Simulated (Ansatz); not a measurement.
# CHBFNSe: the cost of one run

Computed with Ansatz 0.2.0, Gaussian basis. Level: the settings change from run to run.

### Step 1. The relaxed structure

An earlier PBE0-D4 in a triple-zeta def2 set relaxation fixed the geometry.

SMILES `FC1=NB[Se]1`, 6 atoms, charge 0, spin multiplicity 1.

Atoms are counted from 1 here; the program's logs count them from 0.

Bond lengths: F1–C2 1.300 Å, C2–N3 1.269 Å, C2–Se5 1.933 Å, N3–B4 1.457 Å, B4–Se5 2.018 Å, B4–H6 1.186 Å. Angles: F1–C2–N3 125.6°, F1–C2–Se5 123.5°, N3–C2–Se5 111.0°, C2–N3–B4 91.1°, N3–B4–Se5 98.9°, N3–B4–H6 130.7°, Se5–B4–H6 130.4°, C2–Se5–B4 59.1°.

### Step 2. CCSD/cc-pVTZ

This run has a point charge of -1.00 e beside it, relativity set to none.

File in.yaml:

```yaml
crystal:
  periodic: [false, false, false]
  atoms:
    - {symbol: F, position_ang: [1.306078, -1.788395, -0.306432]}
    - {symbol: C, position_ang: [0.552071, -0.741846, -0.141875]}
    - {symbol: N, position_ang: [-0.345956, -0.611363, 0.745581]}
    - {symbol: B, position_ang: [-0.667117, 0.725202, 0.262896]}
    - {symbol: Se, position_ang: [0.667177, 0.840351, -1.246734]}
    - {symbol: H, position_ang: [-1.470152, 1.511951, 0.640362]}
basis:
  gaussian: {orbitals: cc-pVTZ, point_charges: [{charge: -1.00, position_ang: [6.144, 0.218, 0.092]}]}
hamiltonian: {xc: {name: HF}, pseudopotentials: {relativity: none}}
correlation: {method: ccsd}
```

On the command line:

```
$ ansatz run in.yaml --threads 2 --pin off --events-out ev --progress --plain --max-ram 4352MiB
```

What time and memory should one allow on 2 threads of Arm Neoverse V1, shared host?

About 42 s, with a peak of 1.8 GiB.
